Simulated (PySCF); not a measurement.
# C₂H₁₀OSi₂: electronic excitations at several levels of theory

Aim: compute the electronic excitations of C₂H₁₀OSi₂ (`O[SiH2]CC[SiH3]`) at several levels, and see how far they spread and what each costs.

Programs: PySCF 2.14.0, with density-fitted response routines of our own. Each step states its level of theory. These are calculated values for one molecule in the gas phase, unless marked as measured. Atoms count from 0, in the outputs and in this text.

### 1 The molecule as given

15 atoms, charge 0, multiplicity 1; geometry from: GFN2-xTB. The atoms were then displaced at random by about 0.01 Å, so the start is not that level's minimum.

Bonds of the start (Å): O0–Si1 1.64, Si1–C2 1.91, C2–C3 1.49, C3–Si4 1.93, O0–H5 0.92, Si1–H6 1.46, Si1–H7 1.49, C2–H8 1.11, C2–H9 1.07, C3–H10 1.09, C3–H11 1.10, Si4–H12 1.47, Si4–H13 1.46, Si4–H14 1.47.

### 2 Geometry optimisation at PBE0-D3(BJ)/def2-SVP

Job settings and geometry (Å):

```
{"job": {"xc": "PBE0", "basis": "def2-SVP", "d3": "d3bj", "grid": 1, "shake": 0.01, "kind": "geom"}, "charge": 0, "multiplicity": 1}
O      2.305210    -0.489900     1.060570
Si     2.060580    -0.168030    -0.530740
C      0.290310     0.541690    -0.634380
C     -0.720200    -0.430810    -0.125280
Si    -2.508130     0.288630    -0.214890
H      3.090930    -0.834730     1.386070
H      2.192950    -1.411020    -1.293780
H      3.081360     0.802640    -1.008910
H      0.252300     1.470840    -0.023950
H      0.086810     0.817790    -1.648110
H     -0.712870    -1.354950    -0.701480
H     -0.507730    -0.713000     0.911930
H     -3.507030    -0.681310     0.260180
H     -2.836020     0.659870    -1.583200
H     -2.583810     1.484930     0.633080
```

Launch:

```
$ OMP_NUM_THREADS=1 python probes_run.py task.json out
```

One launch serves the whole session: the jobs run in the order shown.

What it wrote:

```text
step   0  E = -735.74939792  max force = 0.043707
step   1  E = -735.75656340  max force = 0.011038
step   2  E = -735.75704335  max force = 0.002819
step   3  E = -735.75708962  max force = 0.000948
step   4  E = -735.75710287  max force = 0.001073
step   5  E = -735.75710814  max force = 0.000777
step   6  E = -735.75710824  max force = 0.000616
step   7  E = -735.75710846  max force = 0.000417
optimisation converged
```

Wall time 50 s (1 thread of Arm Neoverse V1, shared host); peak memory 0.5 GiB.

Along the way:

```
step  energy from step 0 (eV)  largest force component (eV/Å)
   0                   0.0000                          2.2475
   1                  -0.1950                          0.5676
   2                  -0.2080                          0.1450
   3                  -0.2093                          0.0487
   4                  -0.2097                          0.0552
   5                  -0.2098                          0.0400
   6                  -0.2098                          0.0317
   7                  -0.2098                          0.0214
```

Distances of close pairs at the start and the end, largest changes first:

```
   bond  before (Å)  after (Å)  change (Å)
  O0–H5       0.918      0.961      +0.043
 C3–Si4       1.929      1.886      -0.043
Si4–H13       1.455      1.497      +0.042
  C2–C3       1.492      1.534      +0.042
 Si1–C2       1.910      1.871      -0.039
 Si1–H6       1.465      1.500      +0.036
  C2–H9       1.070      1.105      +0.035
 O0–Si1       1.642      1.671      +0.029
```

The end geometry stands in the next job.

```
                         at the end point                value
  point group (found at 0.08 Å tolerance)                   C1
rotational constants (GHz, main isotopes)  8.246, 1.111, 1.040
                        dipole moment (D)                 1.56
```

### 3 TDDFT and polarisability: PBE0/def2-TZVP

Job settings and geometry (Å):

```
{"job": {"kind": "uv", "xc": "PBE0", "basis": "def2-TZVP"}, "charge": 0, "multiplicity": 1}
O      2.197704    -0.400115     1.130854
Si     1.958835    -0.081504    -0.492238
C      0.188024     0.505972    -0.638497
C     -0.826823    -0.512904    -0.104216
Si    -2.613307     0.089865    -0.164473
H      3.042941    -0.781626     1.383492
H      2.168057    -1.321911    -1.310205
H      2.913861     0.962168    -0.987781
H      0.108675     1.462387    -0.091506
H     -0.009641     0.748358    -1.698143
H     -0.764826    -1.458040    -0.672296
H     -0.584666    -0.775659     0.939926
H     -3.552744    -0.951420     0.357709
H     -3.001332     0.416969    -1.573311
H     -2.769785     1.330129     0.658752
```

Method: TDDFT PBE0/def2-TZVP, vertical, gas phase, core orbitals frozen in the response.

What it wrote:

```text
coarse grid: 12712 points
cycle   1  E = -736.0271489861  dE =  9.771e-02  |g| = 7.723e-01  |ddm| = 2.671e+00
cycle   2  E = -735.8408141256  dE =  1.863e-01  |g| = 1.242e+00  |ddm| = 1.434e+00
cycle   3  E = -736.1379208892  dE = -2.971e-01  |g| = 8.756e-02  |ddm| = 1.055e+00
cycle   4  E = -736.1389753228  dE = -1.054e-03  |g| = 4.883e-02  |ddm| = 8.455e-02
cycle   5  E = -736.1395453561  dE = -5.700e-04  |g| = 7.908e-03  |ddm| = 3.830e-02
cycle   6  E = -736.1395616011  dE = -1.624e-05  |g| = 9.738e-04  |ddm| = 6.700e-03
cycle   7  E = -736.1395618078  dE = -2.067e-07  |g| = 4.480e-04  |ddm| = 1.047e-03
final grid: 111200 points
cycle   8  E = -736.1327208342  dE = -3.908e-05  |g| = 6.819e-03  |ddm| = 3.645e-02
cycle   9  E = -736.1327111900  dE =  9.644e-06  |g| = 9.381e-03  |ddm| = 1.044e-02
cycle  10  E = -736.1327311305  dE = -1.994e-05  |g| = 6.678e-04  |ddm| = 6.364e-03
cycle  11  E = -736.1327311886  dE = -5.816e-08  |g| = 2.935e-04  |ddm| = 5.300e-04
cycle  12  E = -736.1327312058  dE = -1.717e-08  |g| = 6.365e-05  |ddm| = 2.317e-04
cycle  13  E = -736.1327312067  dE = -9.109e-10  |g| = 8.478e-06  |ddm| = 5.307e-05
converged SCF energy = -736.1327312067

Static polarisability (au): isotropic 81.894, principal 71.380 73.786 100.516

Singlet excitations
state   eV       nm        f      main configurations
  1   6.9894    177.4   0.06912   H->L 0.97
  2   7.2341    171.4   0.00317   H-1->L 0.95
  3   7.3863    167.9   0.00286   H->L+1 0.97
  4   7.9550    155.9   0.13277   H->L+2 0.91
  5   8.1958    151.3   0.00418   H-1->L+1 0.73, H-1->L+2 0.14
  6   8.2436    150.4   0.00371   H->L+3 0.89
  7   8.4376    146.9   0.11659   H->L+4 0.81
  8   8.4901    146.0   0.01797   H-2->L 0.36, H-2->L+1 0.31, H-4->L 0.10
  9   8.5461    145.1   0.00620   H-3->L+1 0.39, H-3->L 0.36, H-2->L+1 0.10
 10   8.6247    143.8   0.01023   H->L+5 0.84

Triplet excitations (Tamm-Dancoff, eV): 6.6878 6.8252 6.9631 7.5226
```

Wall time 37 s (1 thread of Arm Neoverse V1, shared host); peak memory 0.9 GiB.

Frontier orbitals and where they lie:

```
orbital     eV                         atoms
 HOMO−3  -9.31  Si4 39 %, H12 22 %, H14 17 %
 HOMO−2  -9.27  Si4 37 %, H13 26 %, H14 14 %
 HOMO−1  -8.56    O0 38 %, Si1 27 %, H6 16 %
   HOMO  -7.88    C2 25 %, C3 24 %, Si1 16 %
   LUMO   0.25     Si1 52 %, H5 24 %, O0 7 %
 LUMO+1   0.67   Si4 45 %, Si1 16 %, H10 7 %
 LUMO+2   1.27    Si4 40 %, Si1 28 %, C3 6 %
```

With each of the 10 states as a Gaussian band of 0.4 eV half-width at 1/e, the curve within the window shown has maxima at 177 nm (ε 3,000), 150 nm (ε 8,000) L/(mol cm). Beyond the last state computed it falls off for lack of states. The curve at chosen wavelengths:

| nm | ε (L/mol/cm) |
| --- | --- |
| 139 | 1663 |
| 141 | 3113 |
| 143 | 4840 |
| 146 | 7024 |
| 148 | 7797 |
| 150 | 8048 |
| 152 | 7943 |
| 154 | 7555 |
| 157 | 6393 |
| 159 | 5278 |
| 161 | 4088 |
| 163 | 3050 |
| 165 | 2339 |
| 168 | 1995 |
| 170 | 2148 |
| 172 | 2450 |
| 174 | 2751 |
| 176 | 2931 |
| 179 | 2847 |
| 181 | 2565 |
| 183 | 2164 |
| 185 | 1715 |
| 187 | 1282 |
| 190 | 747 |
| 192 | 489 |
| 194 | 306 |

Ground-state properties from the same run:

```
           property  computed
  dipole moment (D)      1.50
polarisability (Å³)     12.14
 HOMO–LUMO gap (eV)      8.13
      −ε(HOMO) (eV)      7.88
```

### 4 TDDFT and polarisability: PBE0/aug-cc-pVDZ

The job, as its differences from that of step 3:

```diff
@@ -1,2 +1,2 @@
-{"job": {"kind": "uv", "xc": "PBE0", "basis": "def2-TZVP"}, "charge": 0, "multiplicity": 1}
+{"job": {"kind": "uv", "xc": "PBE0", "basis": "aug-cc-pVDZ"}, "charge": 0, "multiplicity": 1}
 O      2.197704    -0.400115     1.130854
```

Method: TDDFT PBE0/aug-cc-pVDZ, vertical, gas phase, core orbitals frozen in the response.

What it wrote:

```text
coarse grid: 12712 points
cycle   1  E = -735.9411522721  dE =  1.538e-01  |g| = 7.210e-01  |ddm| = 8.693e+00
cycle   2  E = -735.7560502077  dE =  1.851e-01  |g| = 1.189e+00  |ddm| = 2.761e+00
cycle   3  E = -736.0454137300  dE = -2.894e-01  |g| = 8.150e-02  |ddm| = 1.700e+00
cycle   4  E = -736.0464331173  dE = -1.019e-03  |g| = 4.662e-02  |ddm| = 2.523e-01
cycle   5  E = -736.0469949783  dE = -5.619e-04  |g| = 5.885e-03  |ddm| = 1.047e-01
cycle   6  E = -736.0470057591  dE = -1.078e-05  |g| = 9.425e-04  |ddm| = 1.698e-02
cycle   7  E = -736.0470059949  dE = -2.358e-07  |g| = 3.628e-04  |ddm| = 3.271e-03
final grid: 111200 points
cycle   8  E = -736.0593022643  dE = -1.791e-05  |g| = 6.606e-03  |ddm| = 1.752e-01
cycle   9  E = -736.0592919438  dE =  1.032e-05  |g| = 9.253e-03  |ddm| = 3.401e-02
cycle  10  E = -736.0593133630  dE = -2.142e-05  |g| = 5.322e-04  |ddm| = 1.766e-02
cycle  11  E = -736.0593134097  dE = -4.666e-08  |g| = 2.095e-04  |ddm| = 1.076e-03
cycle  12  E = -736.0593134191  dE = -9.456e-09  |g| = 3.473e-05  |ddm| = 4.276e-04
cycle  13  E = -736.0593134194  dE = -3.292e-10  |g| = 6.898e-06  |ddm| = 1.085e-04
converged SCF energy = -736.0593134194

Static polarisability (au): isotropic 87.440, principal 76.247 79.131 106.943

Singlet excitations
state   eV       nm        f      main configurations
  1   6.6256    187.1   0.03493   H->L 0.95
  2   6.8552    180.9   0.00144   H-1->L 0.88
  3   6.8715    180.4   0.00752   H->L+1 0.92
  4   7.4040    167.5   0.05351   H->L+2 0.88
  5   7.4503    166.4   0.08609   H->L+4 0.61, H->L+3 0.29
  6   7.5587    164.0   0.06129   H->L+3 0.47, H->L+4 0.26, H-1->L+1 0.13
  7   7.5813    163.5   0.03403   H-1->L+1 0.69, H->L+3 0.13
  8   7.8052    158.8   0.11142   H->L+5 0.79
  9   7.8888    157.2   0.02350   H-1->L+2 0.38, H->L+6 0.30, H-1->L+4 0.13
 10   7.9170    156.6   0.02849   H->L+6 0.50, H-1->L+2 0.23, H-1->L+4 0.08

Triplet excitations (Tamm-Dancoff, eV): 6.4443 6.5455 6.6686 7.2319
```

Wall time 34 s (1 thread of Arm Neoverse V1, shared host); peak memory 0.81 GiB.

Key values: HOMO -7.91 eV, LUMO -0.33 eV; lowest singlet 6.63 eV.

### 5 Ultraviolet spectrum: PBE0/def2-TZVPD

The job, as its differences from that of step 4:

```diff
@@ -1,2 +1,2 @@
-{"job": {"kind": "uv", "xc": "PBE0", "basis": "aug-cc-pVDZ"}, "charge": 0, "multiplicity": 1}
+{"job": {"kind": "uv", "xc": "PBE0", "basis": "def2-TZVPD"}, "charge": 0, "multiplicity": 1}
 O      2.197704    -0.400115     1.130854
```

Level: TDDFT PBE0/def2-TZVPD, vertical, gas phase, core orbitals frozen in the response.

What it wrote:

```text
coarse grid: 12712 points
cycle   1  E = -736.0289715419  dE =  9.797e-02  |g| = 7.716e-01  |ddm| = 3.211e+00
cycle   2  E = -735.8288903588  dE =  2.001e-01  |g| = 1.267e+00  |ddm| = 1.344e+00
cycle   3  E = -736.1395975730  dE = -3.107e-01  |g| = 9.290e-02  |ddm| = 8.129e-01
cycle   4  E = -736.1407901895  dE = -1.193e-03  |g| = 5.148e-02  |ddm| = 1.013e-01
cycle   5  E = -736.1414257367  dE = -6.355e-04  |g| = 8.117e-03  |ddm| = 4.735e-02
cycle   6  E = -736.1414427451  dE = -1.701e-05  |g| = 1.047e-03  |ddm| = 1.366e-02
cycle   7  E = -736.1414429843  dE = -2.392e-07  |g| = 4.531e-04  |ddm| = 2.066e-03
final grid: 111200 points
cycle   8  E = -736.1346099211  dE = -4.305e-05  |g| = 6.850e-03  |ddm| = 2.792e-01
cycle   9  E = -736.1346000671  dE =  9.854e-06  |g| = 9.470e-03  |ddm| = 1.679e-02
cycle  10  E = -736.1346203108  dE = -2.024e-05  |g| = 7.126e-04  |ddm| = 6.972e-03
cycle  11  E = -736.1346203773  dE = -6.652e-08  |g| = 3.097e-04  |ddm| = 9.559e-04
cycle  12  E = -736.1346203966  dE = -1.928e-08  |g| = 6.681e-05  |ddm| = 4.079e-04
cycle  13  E = -736.1346203976  dE = -1.018e-09  |g| = 9.013e-06  |ddm| = 8.625e-05
cycle  14  E = -736.1346203977  dE = -1.569e-11  |g| = 3.428e-06  |ddm| = 1.989e-05
converged SCF energy = -736.1346203977

Static polarisability (au): isotropic 86.760, principal 75.639 78.486 106.154

Singlet excitations
state   eV       nm        f      main configurations
  1   6.6893    185.3   0.04818   H->L 0.96
  2   6.9801    177.6   0.00154   H-1->L 0.93
  3   7.0051    177.0   0.00393   H->L+1 0.98
  4   7.6355    162.4   0.03658   H->L+4 0.86
  5   7.6588    161.9   0.01918   H->L+2 0.59, H->L+3 0.33
  6   7.7687    159.6   0.18824   H->L+3 0.52, H->L+2 0.20, H-1->L+1 0.17
  7   7.7966    159.0   0.09102   H-1->L+1 0.64, H->L+2 0.13
  8   8.0239    154.5   0.00141   H->L+6 0.72, H->L+5 0.18
  9   8.0921    153.2   0.06703   H->L+5 0.65, H->L+6 0.14
 10   8.1596    151.9   0.00306   H->L+7 0.44, H-1->L+2 0.11, H-3->L 0.10

Triplet excitations (Tamm-Dancoff, eV): 6.4680 6.6380 6.7289 7.2964
```

Run time: 56 s. Hardware: 1 thread of Arm Neoverse V1, shared host; peak memory 1.1 GiB.

In short: HOMO -7.90 eV, LUMO -0.19 eV; lowest singlet 6.69 eV.

### 6 Ultraviolet spectrum: PBE0/6-31+G*

The job, as its differences from that of step 5:

```diff
@@ -1,2 +1,2 @@
-{"job": {"kind": "uv", "xc": "PBE0", "basis": "def2-TZVPD"}, "charge": 0, "multiplicity": 1}
+{"job": {"kind": "uv", "xc": "PBE0", "basis": "6-31+G*"}, "charge": 0, "multiplicity": 1}
 O      2.197704    -0.400115     1.130854
```

With the program's defaults for keys left out, this is: TDDFT PBE0/6-31+G*, vertical, gas phase, core orbitals frozen in the response.

What it wrote:

```text
coarse grid: 12712 points
cycle   1  E = -735.9612313547  dE =  1.244e-01  |g| = 7.090e-01  |ddm| = 3.531e+00
cycle   2  E = -735.7949217190  dE =  1.663e-01  |g| = 1.143e+00  |ddm| = 2.049e+00
cycle   3  E = -736.0640386615  dE = -2.691e-01  |g| = 7.959e-02  |ddm| = 1.555e+00
cycle   4  E = -736.0649895278  dE = -9.509e-04  |g| = 4.533e-02  |ddm| = 1.424e-01
cycle   5  E = -736.0655249445  dE = -5.354e-04  |g| = 4.575e-03  |ddm| = 5.632e-02
cycle   6  E = -736.0655310806  dE = -6.136e-06  |g| = 6.458e-04  |ddm| = 1.142e-02
final grid: 111200 points
cycle   7  E = -736.0061772214  dE = -1.067e-05  |g| = 6.958e-03  |ddm| = 3.701e-02
cycle   8  E = -736.0061662016  dE =  1.102e-05  |g| = 9.737e-03  |ddm| = 1.717e-02
cycle   9  E = -736.0061895013  dE = -2.330e-05  |g| = 5.685e-04  |ddm| = 1.034e-02
cycle  10  E = -736.0061895614  dE = -6.009e-08  |g| = 1.556e-04  |ddm| = 6.692e-04
cycle  11  E = -736.0061895668  dE = -5.385e-09  |g| = 2.441e-05  |ddm| = 2.114e-04
cycle  12  E = -736.0061895670  dE = -1.685e-10  |g| = 3.346e-06  |ddm| = 5.791e-05
converged SCF energy = -736.0061895670

Static polarisability (au): isotropic 77.865, principal 68.364 70.922 94.310

Singlet excitations
state   eV       nm        f      main configurations
  1   6.6940    185.2   0.05194   H->L 0.97
  2   6.9579    178.2   0.00152   H->L+1 0.66, H-1->L 0.32
  3   6.9614    178.1   0.00368   H-1->L 0.64, H->L+1 0.33
  4   7.6115    162.9   0.07177   H->L+2 0.89
  5   7.7019    161.0   0.17117   H->L+3 0.40, H->L+4 0.40, H->L+2 0.09
  6   7.7391    160.2   0.01230   H-1->L+1 0.78, H->L+4 0.08
  7   7.8586    157.8   0.08054   H->L+3 0.51, H->L+4 0.42
  8   8.0220    154.6   0.18243   H->L+5 0.87
  9   8.1453    152.2   0.02738   H-1->L+2 0.66, H-1->L+4 0.15
 10   8.2027    151.2   0.03042   H-2->L 0.33, H-2->L+1 0.22, H-4->L 0.13

Triplet excitations (Tamm-Dancoff, eV): 6.4997 6.6555 6.7228 7.3892
```

Run time: 14 s. Hardware: 1 thread of Arm Neoverse V1, shared host; peak memory 0.66 GiB.

In short: HOMO -7.90 eV, LUMO -0.19 eV; lowest singlet 6.69 eV.

### 7 Side by side: electronic excitations

Excitations and ground-state properties, with basis size and wall time:

```
             run  lowest singlet (eV)  brightest (eV)      f  gap (eV)  α (Å³)  μ (D)  functions  time
  PBE0/def2-TZVP                 6.99            7.96  0.133      8.13   12.14   1.50        227  37 s
PBE0/aug-cc-pVDZ                 6.63            7.81  0.111      7.58   12.96   1.39        213  34 s
 PBE0/def2-TZVPD                 6.69            7.77  0.188      7.71   12.86   1.42        290  56 s
    PBE0/6-31+G*                 6.69            8.02  0.182      7.71   11.54   1.62        118  14 s
```

### 8 Results

| quantity | value |
| --- | --- |
| point group | C1 |
| rotational constants (main isotopes) | 8.25, 1.11, 1.04 GHz |
| lowest singlet (PBE0/def2-TZVP) | 6.99 eV (177 nm), f = 0.069 |
| brightest single state of those computed | state 4, 7.96 eV, f = 0.133 |
| lowest triplet | 6.69 eV |
| range of the lowest singlet | 6.63 to 6.99 eV |

**Reading.** Single values in the summary come from the first run of each kind that ended normally (PBE0/def2-TZVP), which need not be the best level. Over 7 steps the energy fell by 0.210 eV; of the close pairs, O0–H5 changed most, 0.918 to 0.961 Å. The first singlet state (HOMO→LUMO 0.97) lies at 6.99 eV and is bright; of the 10 states computed, the strongest absorption comes from state 4 at 7.96 eV. The lowest triplet lies 0.30 eV below the lowest singlet (triplets in Tamm-Dancoff, singlets in full TDDFT). States above −ε(HOMO) lie where TDDFT describes them poorly and they hang on the basis; the brightest is among them. The basis of PBE0/def2-TZVP has no diffuse functions, so Rydberg states are missing and the high states are unreliable. The lowest singlet runs from 6.63 eV (PBE0/aug-cc-pVDZ) to 6.99 eV (PBE0/def2-TZVP), while the orbital gap spans 7.58 to 8.13 eV. The lowest state need not be the same one in every run.
